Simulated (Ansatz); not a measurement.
The system is NiMoIrPdW.

```
CELL_PARAMETERS angstrom
4.11705 0.00000 0.00000
-2.05853 3.56547 0.00000
0.00000 0.00000 5.44580
ATOMIC_POSITIONS crystal
Ni 0.00000 0.00000 0.95775
Mo 0.66667 0.33333 0.96161
Pd 0.66667 0.33333 0.46295
Ir 0.33333 0.66667 0.72572
W 0.33333 0.66667 0.23642
```

The cell was built by a generator and needn't be a form met in nature.

Base run:

- Program: Ansatz 0.2.0
- Functional: PBEsol
- Potentials or basis: Ansatz PAW
- Cutoff: 420 eV
- Density cutoff: 1680 eV
- k mesh: 8 × 8 × 5
- Occupations: fermi-dirac, width 0.05 eV
- Spin: collinear spin, ferromagnetic start
- Starting moments: [1.0, 1.0, 0.0, 0.6, 0.0] μB

Its results: band gap on the k mesh none (metal or under the smearing width); pressure -8.1 GPa; net moment 0.00 μB per cell; largest force 0.100 eV/Å.

Question: The run is repeated on the same cell with these changes: functional from PBEsol to r2SCAN; cutoff from 420 eV to 500 eV; density cutoff from 1680 eV to 2000 eV. What comes out?

Answer: Band gap on the k mesh none (metal or under the smearing width); pressure -4.9 GPa; net moment 0.00 μB per cell; largest force 0.065 eV/Å.

Caveats: the PAW data sets come from PBE, with cores solved anew for the run's functional, which leaves a small shift of forces and pressure; the magnetic or orbital state may not be the lowest (some runs).

Not every run made on this cell is shown here.
